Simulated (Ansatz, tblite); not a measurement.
# The cluster As3P2+: rung by rung

The task here is to estimate one member of a computed series from the others.

Method: as each input shows; program: Ansatz 0.2.0, Gaussian basis.

The runs, in order: GFN1-xTB, GFN2-xTB, PBE-D4/def2-TZVP, r2SCAN-D4/def2-TZVP, HF/def2-TZVP, HSE06-D4/def2-TZVP, LC-ωPBE(0.10)/def2-SVP, LC-ωPBE(0.15)/def2-SVP, LC-ωPBE(0.20)/def2-SVP, LC-ωPBE(0.30)/def2-SVP, PBE-D4/def2-SVP, PBE0-D4/def2-SVP, HF/STO-3G, HF/6-31G, B3LYP-D4/6-31G, CCSD(T)/def2-SVP, MP2/def2-TZVP, RPA/def2-TZVP.

2 further runs of the same task are left out: 2 set aside as unsound or not needed.

## The structure

The singlet was relaxed beforehand with PBE-D4/def2-SVP. At that level it is the lowest of the isomers that a small search found.

5 atoms, charge 1, spin multiplicity 1.

Bond lengths: P1–P2 2.229 Å, P1–As3 2.450 Å, P1–As5 2.348 Å, P2–As3 2.449 Å, P2–As4 2.348 Å, As3–As5 2.598 Å, As4–As5 2.457 Å. Angles: P2–P1–As3 62.9°, P2–P1–As5 92.7°, As3–P1–As5 65.5°, P1–P2–As3 63.0°, P1–P2–As4 92.8°, As3–P2–As4 65.6°, P1–As3–P2 54.1°, P1–As3–As5 55.4°, P2–As3–As5 82.0°, P2–As4–As5 87.2°, P1–As5–As3 59.1°, P1–As5–As4 87.2°, As3–As5–As4 61.8°.

As a file:

```xyz
5
charge 1, multiplicity 1
P     0.1309   -1.2974    1.0078
P    -1.4713   -0.6289   -0.3908
As   -0.4001    1.0943    0.9810
As   -0.0126    0.7839   -1.5701
As    1.7532    0.0481   -0.0279
```

The ion is computed in the gas phase, without counter-ions or solvent.

PBE0-D4/def2-TZVP was run before; its log isn't repeated, and its numbers join the tables.

The first run:

Tight binding, by tblite at 300 K electronic temperature and without a spin-polarisation term:

```python
tblite.interface.Calculator('GFN1-xTB', numbers, positions, charge=1, uhf=0).singlepoint()
```

Tight binding, by tblite at 300 K electronic temperature and without a spin-polarisation term:

```python
tblite.interface.Calculator('GFN2-xTB', numbers, positions, charge=1, uhf=0).singlepoint()
```

start.molden holds the orbitals of an earlier run on this state, given as this run's starting guess.

The input, in.yaml:

```yaml
crystal:
  periodic: [false, false, false]
  atoms:
    - {symbol: P, position_ang: [0.130890, -1.297369, 1.007848]}
    - {symbol: P, position_ang: [-1.471328, -0.628933, -0.390832]}
    - {symbol: As, position_ang: [-0.400131, 1.094323, 0.981038]}
    - {symbol: As, position_ang: [-0.012575, 0.783850, -1.570149]}
    - {symbol: As, position_ang: [1.753153, 0.048129, -0.027906]}
basis:
  gaussian: {orbitals: def2-TZVP, initial_orbitals: start.molden}
total_charge: 1
hamiltonian: {xc: pbe, dispersion: d4}
scf: {omitted_lower_state_checks: [starts]}
output: {orbitals: {seedname: orbitals}}
```

Launch:

```
ansatz run in.yaml --threads 4 --pin off --events-out ev --progress --plain --max-ram 8704MiB
```

Among the steps run: PBE-D4/def2-TZVP; r2SCAN-D4/def2-TZVP; HF/def2-TZVP; HSE06-D4/def2-TZVP; LC-ωPBE(0.10)/def2-SVP; LC-ωPBE(0.15)/def2-SVP; LC-ωPBE(0.20)/def2-SVP; LC-ωPBE(0.30)/def2-SVP; PBE-D4/def2-SVP; PBE0-D4/def2-SVP; HF/STO-3G; HF/6-31G; B3LYP-D4/6-31G; CCSD(T)/def2-SVP; MP2/def2-TZVP; RPA/def2-TZVP.

One table of the session follows, with a row left open; its other results are not shown here.

| level | HOMO (eV) | LUMO (eV) | gap (eV) |
| --- | --- | --- | --- |
| HF/STO-3G | -12.10 | -2.19 | 9.91 |
| HF/6-31G | -14.58 | -5.67 | 8.91 |
| HF/def2-TZVP | -14.00 | -4.80 | 9.20 |
| PBE-D4/def2-SVP | ? | ? | ? |
| PBE-D4/def2-TZVP | -10.95 | -8.51 | 2.44 |
| r2SCAN-D4/def2-TZVP | -11.20 | -8.55 | 2.65 |
| B3LYP-D4/6-31G | -12.11 | -8.44 | 3.67 |
| PBE0-D4/def2-SVP | -12.12 | -8.01 | 4.11 |
| PBE0-D4/def2-TZVP | -11.93 | -7.84 | 4.09 |
| HSE06-D4/def2-TZVP | -11.55 | -8.21 | 3.34 |
| LC-ωPBE(0.10)/def2-SVP | -12.51 | -7.27 | 5.24 |
| LC-ωPBE(0.15)/def2-SVP | -13.05 | -6.82 | 6.22 |
| LC-ωPBE(0.20)/def2-SVP | -13.47 | -6.53 | 6.94 |
| LC-ωPBE(0.30)/def2-SVP | -14.10 | -6.24 | 7.86 |

Estimate the missing values for PBE-D4/def2-SVP.

As computed: HOMO (eV): -11.11; LUMO (eV): -8.65; gap (eV): 2.47. In the column «HOMO (eV)» it lies between r2SCAN-D4/def2-TZVP (-11.20) and PBE-D4/def2-TZVP (-10.95).
